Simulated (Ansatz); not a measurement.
**Cl2H3N2Ta: up Jacob's ladder to CCSD(T)**

One table from this session's results is given with a row withheld; the runs are named, their logs left out.

Computed with Ansatz 0.2.0, Gaussian basis. Level: functionals in def2-TZVPP, the program's frozen cores in correlated methods.

The runs, in order: LDA (SPW92), PBE-D4, revPBE-D4, BLYP-D4, r2SCAN-D4, B97M-V, PBE0-D4, B3LYP-D4, r2SCANh-D4, r2SCAN0-D4, HSE06-D4, BHLYP-D4, CAM-B3LYP-D4, LC-ωPBE, ωB97X-V, ωB97M-V, B2PLYP, PBE-QIDH; CCSD(T)/def2-SVP; CCSD(T)/def2-TZVPP; MP2/def2-QZVPP; extrapolation to the limit; RPA on PBE.

## The relaxed structure

The geometry comes from an earlier relaxation with PBE0-D4 in a triple-zeta def2 set; it is a stationary point, not always the lowest conformer. Ta takes the def2 core potential; no spin-orbit term is included.

8 atoms, charge 0, spin multiplicity 1.

Atoms are counted from 1 here; the program's logs count them from 0.

Bond lengths: N1–Ta2 1.753 Å, N1–H6 1.007 Å, Ta2–N3 1.955 Å, Ta2–Cl4 2.315 Å, Ta2–Cl5 2.315 Å, N3–H7 1.008 Å, N3–H8 1.012 Å. Angles: Ta2–N1–H6 173.9°, N1–Ta2–N3 103.1°, N1–Ta2–Cl4 110.7°, N1–Ta2–Cl5 110.6°, N3–Ta2–Cl4 110.2°, N3–Ta2–Cl5 110.2°, Cl4–Ta2–Cl5 111.7°, Ta2–N3–H7 126.3°, Ta2–N3–H8 122.9°, H7–N3–H8 110.8°.

Set-up of the first run:

Contents of in.yaml:

```yaml
crystal:
  periodic: [false, false, false]
  atoms:
    - {symbol: N, position_ang: [-0.811479, 1.147261, 0.932829]}
    - {symbol: Ta, position_ang: [-0.193859, 0.312900, -0.480045]}
    - {symbol: N, position_ang: [0.807729, -1.178349, 0.290257]}
    - {symbol: Cl, position_ang: [-1.933718, -0.480701, -1.785156]}
    - {symbol: Cl, position_ang: [1.222823, 1.689959, -1.687120]}
    - {symbol: H, position_ang: [-1.211363, 1.695464, 1.676480]}
    - {symbol: H, position_ang: [0.916664, -1.381301, 1.271361]}
    - {symbol: H, position_ang: [1.295401, -1.862234, -0.274203]}
basis:
  gaussian: {orbitals: def2-TZVPP}
hamiltonian: {xc: lda}
output: {orbitals: {seedname: orbitals}}
```

Started as:

```sh
$ ansatz run in.yaml --threads 4 --pin off --events-out ev --progress --plain --max-ram 10444MiB
```

Among the steps run: LDA; PBE-D4 (GGA); revPBE-D4 (GGA); BLYP-D4 (GGA); r2SCAN-D4 (meta-GGA); B97M-V (meta-GGA); PBE0-D4 (hybrid); B3LYP-D4 (hybrid); r2SCANh-D4 (hybrid); r2SCAN0-D4 (hybrid); HSE06-D4 (hybrid); BHLYP-D4 (hybrid); CAM-B3LYP-D4 (range-separated); LC-ωPBE (range-separated); ωB97X-V (range-separated); ωB97M-V (range-separated); B2PLYP (double hybrid); PBE-QIDH (double hybrid).

One table of the session follows, with a row left open; its other results are not shown here.

It belongs to the step «Orbital energies across the functionals». 

| functional | HOMO (eV) | LUMO (eV) | gap (eV) |
| --- | --- | --- | --- |
| LDA (SPW92) | -6.94 | -2.56 | 4.37 |
| PBE-D4 | -6.75 | -2.32 | 4.43 |
| revPBE-D4 | -6.68 | -2.23 | 4.46 |
| BLYP-D4 | -6.58 | -2.19 | 4.39 |
| r2SCAN-D4 | -7.06 | -2.19 | 4.87 |
| B97M-V | -7.07 | -2.14 | 4.92 |
| PBE0-D4 | -8.09 | -1.52 | 6.57 |
| B3LYP-D4 | -7.82 | -1.73 | 6.09 |
| r2SCANh-D4 | -7.55 | -1.89 | 5.66 |
| r2SCAN0-D4 | -8.30 | -1.43 | 6.86 |
| HSE06-D4 | -7.69 | -1.90 | 5.79 |
| BHLYP-D4 | ? | ? | ? |
| CAM-B3LYP-D4 | -9.43 | -0.44 | 8.99 |
| LC-ωPBE | -10.84 | 0.69 | 11.53 |
| ωB97X-V | -10.45 | 0.61 | 11.06 |
| ωB97M-V | -10.33 | 0.54 | 10.87 |

**Question.** Estimate the row for BHLYP-D4.

Worked estimate for «HOMO (eV)». Against the share of exact exchange, BLYP-D4 (0, -6.58), B3LYP-D4 (0.2, -7.82) give a slope of -6.20 per unit share; at 0.5 the line stands at -9.68.

The run gave: HOMO (eV): -9.27; LUMO (eV): -0.56; gap (eV): 8.70. In «HOMO (eV)» the line misses by -0.41.
